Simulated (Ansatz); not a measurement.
**Si3BF9: how energies converge with the basis set**

How large a basis does Si3BF9 need? Two functionals are run in growing sets.

The runs use Ansatz 0.2.0, Gaussian basis; one geometry, several basis sets.

Plan: PBE0-D4/def2-SVP; ωB97M-V/def2-SVP; PBE0-D4/def2-QZVPP; ωB97M-V/def2-QZVPP; the functionals' def2-TZVPP values are taken from earlier runs.

### Step 1. The geometry

An earlier PBE0-D4 in a triple-zeta def2 set relaxation fixed the geometry.

SMILES `F[Si](F)(F)B([Si](F)(F)F)[Si](F)(F)F`, 13 atoms, charge 0, spin multiplicity 1.

Atoms are counted from 1 here; the program's logs count them from 0.

Bond lengths: F1–Si2 1.575 Å, Si2–F3 1.576 Å, Si2–F4 1.576 Å, Si2–B5 1.999 Å, B5–Si6 1.999 Å, B5–Si10 1.999 Å, Si6–F7 1.576 Å, Si6–F8 1.576 Å, Si6–F9 1.575 Å, Si10–F11 1.576 Å, Si10–F12 1.575 Å, Si10–F13 1.576 Å. Angles: F1–Si2–F3 107.4°, F1–Si2–F4 107.4°, F1–Si2–B5 114.1°, F3–Si2–F4 109.4°, F3–Si2–B5 109.2°, F4–Si2–B5 109.1°, Si2–B5–Si6 120.0°, Si2–B5–Si10 120.0°, Si6–B5–Si10 119.9°, B5–Si6–F7 109.2°, B5–Si6–F8 109.2°, B5–Si6–F9 114.1°, F7–Si6–F8 109.4°, F7–Si6–F9 107.4°, F8–Si6–F9 107.4°, B5–Si10–F11 109.2°, B5–Si10–F12 114.1°, B5–Si10–F13 109.2° and more.

### Step 2. PBE0-D4 in def2-SVP

in.yaml reads:

```yaml
crystal:
  periodic: [false, false, false]
  atoms:
    - {symbol: F, position_ang: [-0.020968, 1.828440, -2.385567]}
    - {symbol: Si, position_ang: [-0.638554, 0.490983, -1.827713]}
    - {symbol: F, position_ang: [-0.263417, -0.659280, -2.838030]}
    - {symbol: F, position_ang: [-2.204245, 0.670780, -1.795897]}
    - {symbol: B, position_ang: [0.001697, -0.002792, 0.000315]}
    - {symbol: Si, position_ang: [1.305326, 1.173762, 0.955206]}
    - {symbol: F, position_ang: [0.675807, 2.607784, 1.133791]}
    - {symbol: F, position_ang: [2.625792, 1.283431, 0.101402]}
    - {symbol: F, position_ang: [1.710349, 0.654791, 2.386302]}
    - {symbol: Si, position_ang: [-0.661933, -1.672894, 0.875430]}
    - {symbol: F, position_ang: [-1.387371, -1.298227, 2.223758]}
    - {symbol: F, position_ang: [-1.683935, -2.494115, 0.002240]}
    - {symbol: F, position_ang: [0.561852, -2.617463, 1.183362]}
basis:
  gaussian: {orbitals: def2-SVP}
hamiltonian: {xc: pbe0, dispersion: d4}
output: {orbitals: {seedname: orbitals}}
```

Command:

```bash
$ ansatz run in.yaml --threads 4 --pin off --events-out ev --progress --plain --max-ram 46080MiB --backend cpu
```

Further steps of the session: ωB97M-V in def2-SVP; PBE0-D4 in def2-QZVPP; ωB97M-V in def2-QZVPP.

Q: Predict the results of all the runs planned. Wanted: PBE0-D4: double and triple zeta above quadruple; ωB97M-V: double and triple zeta above quadruple.

The runs gave:

```
                                       quantity           value
PBE0-D4: double and triple zeta above quadruple  43.55, 2.24 eV
ωB97M-V: double and triple zeta above quadruple  43.87, 2.07 eV
```

In words: PBE0-D4 gains 41.31 eV from double to triple zeta, then 2.24 eV more. Total energies overstate the basis error of differences, where much of it tends to cancel.
